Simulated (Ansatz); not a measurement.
# Y2Ge3 in Ansatz: the effect of target pressure

Y2Ge3:

```
Y Ge
1.0
     4.39243    0.00000    0.00000
    -2.19621    3.80395    0.00000
     0.00000    0.00000    7.10729
Y Ge
2 3
Cartesian
  0.0000 0.0000 1.9195
  0.0000 0.0000 5.1878
  2.1962 1.2680 0.0000
  2.1962 1.2680 3.5536
  0.0000 2.5360 0.0000
```

The cell comes from a database or a generator and needn't be the stable form of this composition.

Alike in all runs:

| Item | Value |
| --- | --- |
| Program | Ansatz 0.2.0 |
| Task | relaxation of cell and atoms |
| Functional | r2SCAN |
| Potentials or basis | Ansatz PAW |
| Cutoff | 500 eV (not typed: the program's choice for these potentials) |
| k mesh | 7 × 7 × 4 |
| Occupations | fermi-dirac, width 0.05 eV |
| Spin | no spin polarisation |

Each run relaxes the cell or the atoms first.

```csv
target pressure,relaxed volume (Å³/atom)
0 GPa,23.56
2 GPa,22.89
5 GPa,22.06
10 GPa,20.93
20 GPa,19.30
30 GPa,?
```

Task: What does the run with target pressure 30 GPa give?

Result: Relaxed volume 18.11 Å³/atom.

Worked out: In Murnaghan's law V^(-B') rises as a straight line in P. The other rows fit best with B' = 3.8, V0 = 23.55 Å³/atom and B0 = 67 GPa, which gives 18.14 Å³/atom at 30 GPa, against the run's 18.11.

Caveats: the plane-wave basis is chosen anew once the cell has moved, so the energies of steps on either side of that aren't comparable; the PAW data sets come from PBE, with cores solved anew for the run's functional, which leaves a small shift of forces and pressure; the volume moved by over 15 % at a fixed basis, so the end points are rough (some runs).
